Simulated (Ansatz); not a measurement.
**HF/aug-cc-pVDZ run of GaCl3 (gallium trichloride (monomer))**

Aim: the vertical electron affinity of GaCl3 (gallium trichloride (monomer)) at HF/aug-cc-pVDZ, from 2 runs. 

The results are computed with Ansatz 0.2.0.

23 further runs of the same task are left out: 1 that didn't finish, 22 set aside as unsound or not needed.

## (1) Starting point

The species is GaCl3 (4 atoms), meant as a singlet with charge 0. SMILES: `[Cl][Ga]([Cl])[Cl]`. The coordinates come from a PBE0-D4/def2-TZVP relaxation.

Bond lengths: Cl1–Ga2 2.112 Å, Ga2–Cl3 2.112 Å, Ga2–Cl4 2.112 Å. Angles: Cl1–Ga2–Cl3 120.0°, Cl1–Ga2–Cl4 120.0°, Cl3–Ga2–Cl4 120.0°.

## (2) A single-point energy at HF/aug-cc-pVDZ

in.yaml reads:

```yaml
crystal:
  periodic: [false, false, false]
  atoms:
    - {symbol: Cl, position_ang: [0.866700, 0.371400, 1.887500]}
    - {symbol: Ga, position_ang: [0.013800, -0.015100, -0.005100]}
    - {symbol: Cl, position_ang: [-0.090300, -1.995000, -0.731600]}
    - {symbol: Cl, position_ang: [-0.734700, 1.578300, -1.171100]}
basis:
  gaussian:
    orbitals: aug-cc-pVDZ
total_charge: 0
magnetization:
  spin_polarized: false
hamiltonian:
  xc: hf
accuracy: high
output:
  orbitals: {seedname: orbitals}
```

On the command line:

```
$ ansatz run in.yaml --threads 1 --pin off --max-ram 3480MiB --events-out events.jsonl --progress --plain --runs-dir runs
```

What it wrote:

```text
Warning: RAYON_NUM_THREADS=1 ignored (pool sized by the plan → 1); use --threads N
Functional definition: HF
  name "HF"
  exchange = exact_x
  correlation = 0
2315 factors; integrals over basis functions are off by at most 3.7e-9 eV
mean field evaluation 1: about -89848.2987 eV, gradient 1.9e1 eV
mean field evaluation 2: about -89848.4944 eV, gradient 2.0e1 eV
mean field evaluation 4: about -89849.7543 eV, gradient 1.4e0 eV
mean field evaluation 8: about -89849.7748 eV, gradient 1.7e-5 eV
mean field evaluation 16: about -89849.7748 eV, gradient 1.3e-8 eV
mean field -89849.77478144 eV, -3301.9183208534 hartree, gradient 1.3e-8 eV, S^2 0.000000; 0 other end points of the search recorded, 0 dependent functions left out
reference -89849.77478144 eV, -3301.9183208534 hartree; 41, 41 occupied and 76, 76 virtual orbitals, 2315 factors
Total energy: -89849.77478144 eV, -3301.9183208534 hartree
```

Run time: 17 s. Hardware: 1 thread of Arm Neoverse N1, shared host; peak memory 0.45 GiB.

## (3) The doublet anion at the same level

run.yaml reads:

```yaml
crystal:
  periodic: [false, false, false]
  atoms:
    - {symbol: Cl, position_ang: [0.866700, 0.371400, 1.887500]}
    - {symbol: Ga, position_ang: [0.013800, -0.015100, -0.005100]}
    - {symbol: Cl, position_ang: [-0.090300, -1.995000, -0.731600]}
    - {symbol: Cl, position_ang: [-0.734700, 1.578300, -1.171100]}
basis:
  gaussian: {orbitals: aug-cc-pVDZ}
total_charge: -1
magnetization: {spin_polarized: true, initial_magnetization: 1}
hamiltonian: {xc: hf}
accuracy: high
output: {orbitals: {seedname: orbitals}}
```

On the command line:

```
$ ansatz run run.yaml --threads 1 --pin off --max-ram 3480MiB --events-out events.jsonl --progress --plain --runs-dir runs
```

What it wrote:

```text
Warning: RAYON_NUM_THREADS=1 ignored (pool sized by the plan → 1); use --threads N
[... 4 set-up lines as earlier in the session ...]
2315 factors; integrals over basis functions are off by at most 3.7e-9 eV
mean field evaluation 1: about -89848.3265 eV, gradient 1.1e1 eV
mean field evaluation 2: about -89848.3393 eV, gradient 1.1e1 eV
mean field evaluation 4: about -89849.3009 eV, gradient 1.1e0 eV
mean field evaluation 8: about -89849.3343 eV, gradient 1.7e-2 eV
mean field evaluation 16: about -89849.3343 eV, gradient 1.6e-3 eV
mean field evaluation 32: about -89849.1034 eV, gradient 2.2e0 eV
mean field evaluation 64: about -89849.3545 eV, gradient 2.2e-1 eV
mean field evaluation 96: about -89849.1552 eV, gradient 7.6e-1 eV
mean field evaluation 128: about -89849.0304 eV, gradient 2.3e0 eV
mean field evaluation 160: about -89849.3043 eV, gradient 5.1e-1 eV
mean field evaluation 192: about -89849.0271 eV, gradient 1.0e-2 eV
mean field evaluation 224: about -89849.3343 eV, gradient 7.8e-7 eV
mean field -89849.36737413 eV, -3301.9033489107 hartree, gradient 2.8e-8 eV, S^2 0.754568; 4 other end points of the search recorded, 0 dependent functions left out
reference -89849.36737413 eV, -3301.9033489107 hartree; 42, 41 occupied and 75, 76 virtual orbitals, 2315 factors
Total energy: -89849.36737413 eV, -3301.9033489107 hartree
```

Run time: 1.8 min. Hardware: 1 thread of Arm Neoverse N1, shared host; peak memory 0.63 GiB.

## (4) What came out

At HF/aug-cc-pVDZ:

```
                                         quantity           value
                      singlet GaCl3: total energy  -3301.91832 Eh
                       singlet GaCl3: HOMO energy       -12.84 eV
                       singlet GaCl3: LUMO energy         0.61 eV
                     singlet GaCl3: HOMO–LUMO gap        13.45 eV
                      doublet anion: total energy  -3301.90335 Eh
doublet anion: HOMO energy (highest over α and β)        -0.05 eV
 doublet anion: LUMO energy (lowest over α and β)         3.45 eV
                              doublet anion: ⟨S²⟩           0.755
vertical electron affinity (to the doublet anion)       -0.407 eV
```

**Reading.** The anion lies 0.41 eV (9.4 kcal/mol) above the neutral: the electron isn't bound at this level, and such a value depends on the basis. Hartree–Fock misses the correlation that binds many anions.
